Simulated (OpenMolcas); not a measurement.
# Ru³⁺ among point charges: CASSCF and CASPT2 levels and susceptibility, part 2 of 2

How does a field of 3 point charges split the states of Ru³⁺, and what χT follows?

OpenMolcas 26.06; ANO-RCC-VTZP, DKH2, active space 5 electrons in 5 orbitals (4d), orbitals: per spin and parity. Surroundings: 3 point charges of -2 e arranged as a planar triangle (D3h), 2.13 Å from the ion. Earlier steps stand in the parts before.

**7. CASPT2: IPEA 0.25, imaginary shift 0.1 (closed shells correlated: 4s 4p)**

The input, a.inp:

```
>>> COPY JOB001 $Project.JobIph
&CASPT2
Multistate=1 1
Frozen=14
IPEA=0.25
Imaginary=0.1
MaxIter=60
WThr=0.0 0.3 0.05
PrWF=0.5
NoMix
>>> COPY JOB002 $Project.JobIph
&CASPT2
Multistate=24 1 2 3 4 5 6 7 8 9 10 11 12 13 14 15 16 17 18 19 20 21 22
23 24
NoMult
Frozen=14
IPEA=0.25
Imaginary=0.1
MaxIter=60
WThr=0.0 0.3 0.05
PrWF=0.5
NoMix
>>> COPY JOB003 $Project.JobIph
&CASPT2
Multistate=75 1 2 3 4 5 6 7 8 9 10 11 12 13 14 15 16 17 18 19 20 21 22
23 24 25 26 27 28 29 30 31 32 33 34 35 36 37 38 39 40 41 42 43 44 45 46
47 48 49 50 51 52 53 54 55 56 57 58 59 60 61 62 63 64 65 66 67 68 69 70
71 72 73 74 75
NoMult
Frozen=14
IPEA=0.25
Imaginary=0.1
MaxIter=60
WThr=0.0 0.3 0.05
PrWF=0.5
NoMix
```

Output:

```text
Orbital specifications:
      -----------------------

      Symmetry species                           1
                                                 a
      Frozen orbitals                           14
      Inactive orbitals                          4
      Active orbitals                            5
      Secondary orbitals                        45
      Deleted orbitals                           0
      Number of basis functions                 68
Type of calculation                        SS-CASPT2
      Fock operator                              state-specific
      IPEA shift                                 0.25
      Real shift                                 0.00
      Imaginary shift                            0.10
      The input orbitals will be transformed to quasi-canonical
Reference energy:       -4530.0864671530
      E2 (Non-variational):      -0.3634721115
      Shift correction:          -0.0001257964
      E2 (Variational):          -0.3635979080
      Total energy:           -4530.4500650610
      Residual norm:              0.0000001492
      Reference weight:           0.94180
      Contributions to the CASPT2 correlation energy
      Active & Virtual Only:         -0.0648116826
      One Inactive Excited:          -0.1868867475
      Two Inactive Excited:          -0.1117736815
::    CASPT2 Root  1     Total energy:  -4530.45006506
Orbital specifications:
      -----------------------

      Symmetry species                           1
                                                 a
      Frozen orbitals                           14
      Inactive orbitals                          4
      Active orbitals                            5
      Secondary orbitals                        45
      Deleted orbitals                           0
      Number of basis functions                 68
Type of calculation                        SS-CASPT2
      Fock operator                              state-specific
      IPEA shift                                 0.25
      Real shift                                 0.00
      Imaginary shift                            0.10
      The input orbitals will be transformed to quasi-canonical
Reference energy:       -4529.9822556301
      E2 (Non-variational):      -0.3799846501
      Shift correction:          -0.0001494838
      E2 (Variational):          -0.3801341339
      Total energy:           -4530.3623897640
      Residual norm:              0.0000003883
      Reference weight:           0.93750
      Contributions to the CASPT2 correlation energy
      Active & Virtual Only:         -0.0757321339
      One Inactive Excited:          -0.1914167782
      Two Inactive Excited:          -0.1128357380
Reference energy:       -4529.9820469699
      E2 (Non-variational):      -0.3811119576
      Shift correction:          -0.0001538322
      E2 (Variational):          -0.3812657898
      Total energy:           -4530.3633127597
      Residual norm:              0.0000003369
      Reference weight:           0.93704
      Contributions to the CASPT2 correlation energy
      Active & Virtual Only:         -0.0779439008
      One Inactive Excited:          -0.1892824275
      Two Inactive Excited:          -0.1138856294
::    CASPT2 Root  1     Total energy:  -4530.36238976
::    CASPT2 Root  2     Total energy:  -4530.36331276
::    CASPT2 Root  3     Total energy:  -4530.36350177
::    CASPT2 Root  4     Total energy:  -4530.36226828
::    CASPT2 Root  5     Total energy:  -4530.35788470
::    CASPT2 Root  6     Total energy:  -4530.35788560
::    CASPT2 Root  7     Total energy:  -4530.34382619
::    CASPT2 Root  8     Total energy:  -4530.34382633
::    CASPT2 Root  9     Total energy:  -4530.34276651
::    CASPT2 Root 10     Total energy:  -4530.34261952
::    CASPT2 Root 11     Total energy:  -4530.34134077
::    CASPT2 Root 12     Total energy:  -4530.33087990
::    CASPT2 Root 13     Total energy:  -4530.33079184
::    CASPT2 Root 14     Total energy:  -4530.32545288
::    CASPT2 Root 15     Total energy:  -4530.32336306
::    CASPT2 Root 16     Total energy:  -4530.30153725
::    CASPT2 Root 17     Total energy:  -4530.30153749
::    CASPT2 Root 18     Total energy:  -4530.27257659
::    CASPT2 Root 19     Total energy:  -4530.24943391
::    CASPT2 Root 20     Total energy:  -4530.24943555
::    CASPT2 Root 21     Total energy:  -4530.24648681
::    CASPT2 Root 22     Total energy:  -4530.24627922
::    CASPT2 Root 23     Total energy:  -4530.22893145
::    CASPT2 Root 24     Total energy:  -4530.22876118
Orbital specifications:
      -----------------------

      Symmetry species                           1
                                                 a
      Frozen orbitals                           14
      Inactive orbitals                          4
      Active orbitals                            5
      Secondary orbitals                        45
      Deleted orbitals                           0
      Number of basis functions                 68
Type of calculation                        SS-CASPT2
      Fock operator                              state-specific
      IPEA shift                                 0.25
      Real shift                                 0.00
      Imaginary shift                            0.10
      The input orbitals will be transformed to quasi-canonical
Reference energy:       -4529.9221461033
      E2 (Non-variational):      -0.3858999168
      Shift correction:          -0.0001622417
      E2 (Variational):          -0.3860621585
      Total energy:           -4530.3082082618
      Residual norm:              0.0000002592
      Reference weight:           0.93578
      Contributions to the CASPT2 correlation energy
      Active & Virtual Only:         -0.0769212995
      One Inactive Excited:          -0.1992978296
      Two Inactive Excited:          -0.1096807878
Reference energy:       -4529.9210727517
      E2 (Non-variational):      -0.3852397369
      Shift correction:          -0.0001588312
      E2 (Variational):          -0.3853985682
      Total energy:           -4530.3064713198
      Residual norm:              0.0000002104
      Reference weight:           0.93592
      Contributions to the CASPT2 correlation energy
      Active & Virtual Only:         -0.0770804770
      One Inactive Excited:          -0.1972061150
      Two Inactive Excited:          -0.1109531449
::    CASPT2 Root  1     Total energy:  -4530.30820826
::    CASPT2 Root  2     Total energy:  -4530.30647132
::    CASPT2 Root  3     Total energy:  -4530.30647036
::    CASPT2 Root  4     Total energy:  -4530.30461287
::    CASPT2 Root  5     Total energy:  -4530.30461207
::    CASPT2 Root  6     Total energy:  -4530.30678257
::    CASPT2 Root  7     Total energy:  -4530.30679312
::    CASPT2 Root  8     Total energy:  -4530.30214416
::    CASPT2 Root  9     Total energy:  -4530.30232604
::    CASPT2 Root 10     Total energy:  -4530.29472587
::    CASPT2 Root 11     Total energy:  -4530.29472507
::    CASPT2 Root 12     Total energy:  -4530.29329564
::    CASPT2 Root 13     Total energy:  -4530.29329801
::    CASPT2 Root 14     Total energy:  -4530.29953519
::    CASPT2 Root 15     Total energy:  -4530.29952135
::    CASPT2 Root 16     Total energy:  -4530.29791146
::    CASPT2 Root 17     Total energy:  -4530.29782961
::    CASPT2 Root 18     Total energy:  -4530.29533161
::    CASPT2 Root 19     Total energy:  -4530.29532692
::    CASPT2 Root 20     Total energy:  -4530.29546250
::    CASPT2 Root 21     Total energy:  -4530.29567291
::    CASPT2 Root 22     Total energy:  -4530.28843006
::    CASPT2 Root 23     Total energy:  -4530.28838264
::    CASPT2 Root 24     Total energy:  -4530.28415872
::    CASPT2 Root 25     Total energy:  -4530.28415696
::    CASPT2 Root 26     Total energy:  -4530.28050145
::    CASPT2 Root 27     Total energy:  -4530.28043549
::    CASPT2 Root 28     Total energy:  -4530.27746678
::    CASPT2 Root 29     Total energy:  -4530.27744682
::    CASPT2 Root 30     Total energy:  -4530.27490370
```

This run: 29 s of run time, 1 thread of Arm Neoverse V1, shared host.

SS-CASPT2: lowest energy less the reference's lowest, -0.3636 hartree; reference weights 0.925 to 0.942.

States without spin-orbit coupling:

```csv
state,degeneracy,E (cm-1),free-ion L (%)
6A1,1,0,S (100)
4E,2,19019,G (66)
4A2,1,19243,G (83)
4A1,1,19269,G (83)
4E,2,20231,D (42)
4E,2,23317,G (80)
4E,2,23565,G (100)
4A1,1,23862,G (98)
4E,2,26168,D (67)
4A2,1,27349,P (100)
4A1,1,27808,D (98)
2A1,1,31134,I (81)
2E,2,31446,I (85)
2E,2,31515,I (64)
doublet,2,31923,I (72)
2E,2,32445,I (82)
4E,2,32598,P (52)
2E,2,33039,F (41)
2A1,1,33394,F (81)
2A2,1,33412,F (81)
2A1,1,33885,D (48)
2A2,1,33931,F (72)
2E,2,33961,H (28)
2E,2,34093,I (93)
```

With spin-orbit coupling:

```tsv
E (cm-1)	Degeneracy	Label	2S+1	g
0	2	E1/2	6	2.00 5.99 5.99
5	2	E3/2	6	0.00 0.00 5.99
14	2	E1/2	6	0.00 0.00 9.99
17790	2	E1/2	4	0.53 0.53 1.67
18160	2	E3/2	4	0.00 0.00 1.41
18640	2	E1/2	4	0.26 0.26 4.84
18650	2	E1/2	4	0.28 0.28 3.91
19050	2	E3/2	4	0.00 0.00 0.80
19160	2	E1/2	4	0.27 0.27 8.36
19650	2	E1/2	4	0.03 0.03 5.21
19750	2	E3/2	4	0.00 0.00 11.94
20030	2	E1/2	4	0.12 0.12 0.24
20160	2	E1/2	4	0.02 0.02 9.56
20910	2	E3/2	4	0.00 0.00 3.79
21760	2	E1/2	4	0.00 0.00 7.83
22910	2	E1/2	4	1.68 2.53 2.53
23070	2	E1/2	4	2.28 4.11 4.11
23210	2	E3/2	4	0.00 0.00 4.00
23410	2	E1/2	4	0.04 0.04 2.22
23630	2	E1/2	4	0.00 0.00 13.95
23640	2	E1/2	4	0.05 0.05 6.00
23650	2	E1/2	4	0.02 0.02 7.69
23730	2	E3/2	4	0.00 0.00 9.98
23830	2	E1/2	4	1.95 5.68 5.68
```

Powder χT (cm³ K/mol): 3.39 at 2 K, 3.99 at 5 K, 4.23 at 10 K, 4.33 at 20 K, 4.36 at 50 K, 4.37 at 100 K, 4.37 at 150 K, 4.37 at 200 K, 4.37 at 250 K, 4.37 at 300 K.

**8. The methods side by side**

A. CASSCF
B. SS-CASPT2, IPEA 0.25, imaginary shift 0.1 (closed shells correlated: 4s 4p)

```csv
method,ground state,first gap with spin-orbit (cm-1),χT at 300 K
A,6A1,3.9,4.37
B,6A1,5.0,4.37
```

**9. Outcome**

This closing draws on all 2 parts.

| quantity | value |
| --- | --- |
| method | SS-CASPT2, IPEA 0.25, imaginary shift 0.1 (closed shells correlated: 4s 4p) |
| spin-free ground state | 6A1, 1-fold in its orbital part |
| lowest level | 2-fold E1/2, g = 2.00, 5.99, 5.99 |
| next level | 5.0 cm⁻¹ |
| χT at 300 K | 4.37 cm³ K/mol |
| effective moment at 300 K | 5.91 μB |

Cost by method:

```csv
method,time of its own steps,time with the reference
A. CASSCF,30 s,30 s
"B. SS-CASPT2, IPEA 0.25, imaginary shift 0.1, +4s 4p",29 s,59 s
```

Times are of one thread on a shared host.

What this shows: The spin-free ground state (6A1) comes to 100 % from free-ion S terms and keeps the highest spin of the shell. χT at 300 K is 4.37, against 4.39 cm³ K/mol for the spin alone, as a half-filled shell (L = 0) has no orbital moment. An active space of the d shell alone favours high spin; real ions in strong fields can be low spin. CASPT2 does not keep the components of a term degenerate, and the means are used. The field of point charges can differ much from that of real complexes. With metal d orbitals alone active, the gaps between spin states are rough; where two lie within a few thousand cm-1, their order is open. Point charges carry no covalency, so the field is a model and not that of real ligands.
